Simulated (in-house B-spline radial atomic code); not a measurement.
# Pb⁵⁸⁺: excited configurations

Aim: the energies of several excited configurations of Pb⁵⁸⁺ above a reference configuration, each from its own self-consistent run.

Method: Dirac-Hartree-Fock, average of configuration, Fermi nucleus, basis-set limit. Code: in-house B-spline radial atomic code version 1.

## Step 1: The atom as given

```
element       : lead (Z = 82)
charge        : +58
electrons     : 24
configuration : [Ar] 3d6
Hamiltonian   : Dirac-Coulomb
nucleus       : Fermi, rms radius 5.501 fm
```

Outer shells as boxes (Hund's rule):

[Ar] 3d6
```
[Ar] core
3d [↑↓][↑ ][↑ ][↑ ][↑ ]
```

The boxes draw the filling by Hund's rule, which heavy ions in jj coupling don't follow; these runs average over all states of the configuration.

The run's settings:

```ini
Z = 82
electrons = 24.0
configuration = [Ar] 3d6
hamiltonian = dirac
method = hf
spin_polarised = False
nucleus = fermi
rms_radius = 5.5012
mass_number = 208
atomic_mass = 207.976652005
speed_of_light = 137.035999084
```

This reference run was done before. Its total energy is -17779.426498 hartree, and its levels are (the highest eight at most):

| orbital | occupation | energy (eV) | <r> (bohr) |
| --- | --- | --- | --- |
| 2s1/2 | 2 | -19778.7 | 0.06655 |
| 2p1/2 | 2 | -19140.6 | 0.05465 |
| 2p3/2 | 4 | -16926.2 | 0.06338 |
| 3s1/2 | 2 | -7339.00 | 0.1674 |
| 3p1/2 | 2 | -7066.28 | 0.1577 |
| 3p3/2 | 4 | -6520.96 | 0.1717 |
| 3d3/2 | 2.4 | -6139.60 | 0.1478 |
| 3d5/2 | 3.6 | -6021.00 | 0.1521 |

## Step 2: Configuration [Ar] 3d5 7f1

The run's settings:

```ini
Z = 82
electrons = 24.0
configuration = [Ar] 3d5 7f1
hamiltonian = dirac
method = hf
spin_polarised = False
nucleus = fermi
rms_radius = 5.5012
mass_number = 208
atomic_mass = 207.976652005
speed_of_light = 137.035999084
```

## Step 3: Configuration [Ar] 3d5 5d1

The settings differ from step 2 so:

```diff
@@ -2,3 +2,3 @@
 electrons = 24.0
-configuration = [Ar] 3d5 7f1
+configuration = [Ar] 3d5 5d1
 hamiltonian = dirac
```

## Step 4: Run with [Ne] 3s2 3p5 3d6 5g1

The settings differ from step 3 so:

```diff
@@ -2,3 +2,3 @@
 electrons = 24.0
-configuration = [Ar] 3d5 5d1
+configuration = [Ne] 3s2 3p5 3d6 5g1
 hamiltonian = dirac
```

## Step 5: [Ne] 3s2 3p5 3d6 5f1

The settings differ from step 4 so:

```diff
@@ -2,3 +2,3 @@
 electrons = 24.0
-configuration = [Ne] 3s2 3p5 3d6 5g1
+configuration = [Ne] 3s2 3p5 3d6 5f1
 hamiltonian = dirac
```

## Step 6: Configuration [Ne] 3s2 3p5 3d6 6s1

The settings differ from step 5 so:

```diff
@@ -2,3 +2,3 @@
 electrons = 24.0
-configuration = [Ne] 3s2 3p5 3d6 5f1
+configuration = [Ne] 3s2 3p5 3d6 6s1
 hamiltonian = dirac
```

How far above the reference does each configuration lie (order and size, in eV)?

The runs gave:

| net move | configuration | energy above the reference (eV) | with Breit, QED, recoil (eV) | largest <r> (bohr) |
| --- | --- | --- | --- | --- |
| 3d → 5d | [Ar] 3d5 5d1 | 4030.39 | 4026.22 | 0.544 |
| 3p → 5f | [Ne] 3s2 3p5 3d6 5f1 | 4750.30 | 4739.54 | 0.515 |
| 3p → 5g | [Ne] 3s2 3p5 3d6 5g1 | 4795.18 | 4784.23 | 0.461 |
| 3d → 7f | [Ar] 3d5 7f1 | 5076.83 | 5071.90 | 1.12 |
| 3p → 6s | [Ne] 3s2 3p5 3d6 6s1 | 5170.79 | 5161.26 | 0.787 |

Quantum defects of the promoted electron, δ = n − ζ/√(−2ε) with ζ = 59 and ε its orbital energy in hartree:

| promotion | δ |
| --- | --- |
| 3d → 5d | 0.176 |
| 3p → 5f | 0.072 |
| 3p → 5g | 0.014 |
| 3d → 7f | 0.079 |
| 3p → 6s | 0.436 |

**Reading.** At the bottom stands 3d → 5d (4030.39 eV), at the top 3p → 6s (5170.79 eV). Of those tabulated, the defect is largest for 6s (0.44) and least for 5g (0.01); at this charge much of the defect is relativistic. Two partly filled shells share a symmetry and can mix in the average, which may lower the energy, for: 3d → 5d. These are averages over configurations, without correlation, not spectroscopic levels.
